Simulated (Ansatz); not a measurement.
# GaSiH7O (SMILES [SiH3][OH+][GaH3-]): CCSD/6-31G(d) (spherical functions)

Aim: the vertical ionisation energy of GaSiH7O at CCSD/6-31G* (spherical functions), from 2 runs. 

Program for the calculation: Ansatz 0.2.0.

67 further runs of the same task are left out: 1 that didn't finish, 66 set aside as unsound or not needed.

## 1. Starting point

GaSiH7O has 10 atoms, charge 0, and is taken as a singlet. SMILES: `[SiH3][OH+][GaH3-]`. Geometry: relaxed at PBE0-D4/def2-TZVP.

Bond lengths: Si1–O2 1.685 Å, O2–Ga3 2.176 Å, Si1–H4 1.485 Å, Si1–H5 1.480 Å, Si1–H6 1.475 Å, O2–H7 0.960 Å, Ga3–H8 1.571 Å, Ga3–H9 1.583 Å, Ga3–H10 1.578 Å. Some angles: Si1–O2–Ga3 118.1°, Si1–O2–H7 117.7°, Ga3–O2–H7 112.1°, O2–Si1–H4 106.7°, O2–Si1–H5 110.5°, O2–Si1–H6 105.9°, O2–Ga3–H8 100.1°, O2–Ga3–H9 92.2°, O2–Ga3–H10 95.6°, H4–Si1–H5 110.0°.

## 2. The energy at CCSD/6-31G(d) (spherical functions)

Input file input.yaml:

```yaml
crystal:
  periodic: [false, false, false]
  atoms:
    - {symbol: Si, position_ang: [-0.484700, 0.680100, -1.289300]}
    - {symbol: O, position_ang: [-0.772200, -0.233700, 0.097500]}
    - {symbol: Ga, position_ang: [0.882100, -0.551000, 1.475200]}
    - {symbol: H, position_ang: [-1.767100, 0.740000, -2.035000]}
    - {symbol: H, position_ang: [0.556000, 0.040700, -2.124900]}
    - {symbol: H, position_ang: [-0.069600, 2.013200, -0.814500]}
    - {symbol: H, position_ang: [-1.323900, -1.014800, 0.010100]}
    - {symbol: H, position_ang: [0.306600, 0.146600, 2.760300]}
    - {symbol: H, position_ang: [1.885600, 0.253500, 0.552600]}
    - {symbol: H, position_ang: [0.870300, -2.125600, 1.370900]}
basis:
  gaussian: {orbitals: 6-31G_st_-spherical.json}
correlation: {method: ccsd, frozen_orbitals: {Ga: 9, H: 0, O: 1, Si: 5}}
accuracy: high
scf: {omitted_lower_state_checks: [cluster_reference, increment]}
```

The basis set 6-31G* is read from a file made from the Basis Set Exchange's data (not shown).

Started as:

```sh
$ ansatz run input.yaml --threads 1 --pin off --max-ram 3480MiB --events-out events.jsonl --progress --plain --runs-dir runs
```

What it wrote, cut to the lines that bear on the results:

```text
Warning: RAYON_NUM_THREADS=1 ignored (pool sized by the plan → 1); use --threads N
Functional definition: HF
  name "HF"
[...]
1782 factors; integrals over basis functions are off by at most 4.7e-9 eV
[...]
mean field -62336.35422656 eV, -2290.8187647275 hartree, gradient 2.4e-8 eV, S^2 0.000000; 0 other end points of the search recorded, 0 dependent functions left out
15 core orbitals not correlated: weight in the atoms' cores, before any rotation towards them, 1.000 or more for the frozen orbitals, at most 0.000 for the correlated occupied ones
reference -62336.35422656 eV, -2290.8187647275 hartree; 15, 15 occupied and 48, 48 virtual orbitals, 1782 factors
second order -13.74613102 eV of doubles, -0.00000000 eV of singles
cycle   1  -13.70309479 eV  change    4.3e-2 eV  update   1.0e-1
[...]
cycle  20  -14.34680221 eV  change  -5.0e-10 eV  update  7.7e-10
Total energy: -62350.70102876 eV, -2291.3459999840 hartree
Checks for a lower state left out: cluster_reference, increment
```

Run time: 11 s. Hardware: 1 thread of Arm Neoverse V1, shared host; peak memory 0.34 GiB.

## 3. The doublet cation at the same level

Input file run.yaml:

```yaml
crystal:
  periodic: [false, false, false]
  atoms:
    - {symbol: Si, position_ang: [-0.484700, 0.680100, -1.289300]}
    - {symbol: O, position_ang: [-0.772200, -0.233700, 0.097500]}
    - {symbol: Ga, position_ang: [0.882100, -0.551000, 1.475200]}
    - {symbol: H, position_ang: [-1.767100, 0.740000, -2.035000]}
    - {symbol: H, position_ang: [0.556000, 0.040700, -2.124900]}
    - {symbol: H, position_ang: [-0.069600, 2.013200, -0.814500]}
    - {symbol: H, position_ang: [-1.323900, -1.014800, 0.010100]}
    - {symbol: H, position_ang: [0.306600, 0.146600, 2.760300]}
    - {symbol: H, position_ang: [1.885600, 0.253500, 0.552600]}
    - {symbol: H, position_ang: [0.870300, -2.125600, 1.370900]}
basis:
  gaussian:
    orbitals: 6-31G_st_-spherical.json
magnetization:
  spin_polarized: true
  initial_magnetization: 1
accuracy: high
scf:
  omitted_lower_state_checks: [cluster_reference, increment]
correlation:
  method: ccsd
  frozen_orbitals: {Ga: 9, H: 0, O: 1, Si: 5}
total_charge: 1
```

The basis set 6-31G* is read from a file made from the Basis Set Exchange's data (not shown).

Started as:

```sh
$ ansatz run run.yaml --threads 1 --pin off --max-ram 3480MiB --events-out events.jsonl --progress --plain --runs-dir runs
```

What it wrote, cut to the lines that bear on the results:

```text
Warning: RAYON_NUM_THREADS=1 ignored (pool sized by the plan → 1); use --threads N
Functional definition: HF
  name "HF"
[...]
1779 factors; integrals over basis functions are off by at most 4.7e-9 eV
[...]
mean field -62326.67574728 eV, -2290.4630871743 hartree, gradient 4.6e-8 eV, S^2 0.776299; 4 other end points of the search recorded, 0 dependent functions left out
15 core orbitals not correlated: weight in the atoms' cores, before any rotation towards them, 1.000 or more for the frozen orbitals, at most 0.000 for the correlated occupied ones
reference -62326.67574728 eV, -2290.4630871743 hartree; 15, 14 occupied and 48, 49 virtual orbitals, 1779 factors
second order -13.44664697 eV of doubles, -0.00000000 eV of singles
cycle   1  -13.36844900 eV  change    7.8e-2 eV  update   1.1e-1
[...]
cycle  38  -14.09559996 eV  change    1.9e-9 eV  update   2.9e-9
Total energy: -62340.77134724 eV, -2290.9810909186 hartree
Checks for a lower state left out: cluster_reference, increment
```

Run time: 66 s. Hardware: 1 thread of Arm Neoverse V1, shared host; peak memory 0.6 GiB.

## 4. Outcome

Level: CCSD/6-31G* (spherical functions), 15 core orbitals frozen.

| quantity | value |
| --- | --- |
| singlet GaSiH7O: total energy | -2291.34600 Eh |
| singlet GaSiH7O: correlation energy (15 core orbitals frozen) | -527.2 mEh |
| singlet GaSiH7O: T1 diagnostic | 0.012 |
| doublet cation: total energy | -2290.98109 Eh |
| doublet cation: correlation energy (15 core orbitals frozen) | -518.0 mEh |
| doublet cation: ⟨S²⟩ of the reference determinant | 0.776 |
| doublet cation: T1 diagnostic | 0.022 |
| vertical ionisation energy (to the doublet cation) | 9.930 eV |

Removing an electron at fixed nuclei costs 9.93 eV (958 kJ/mol).
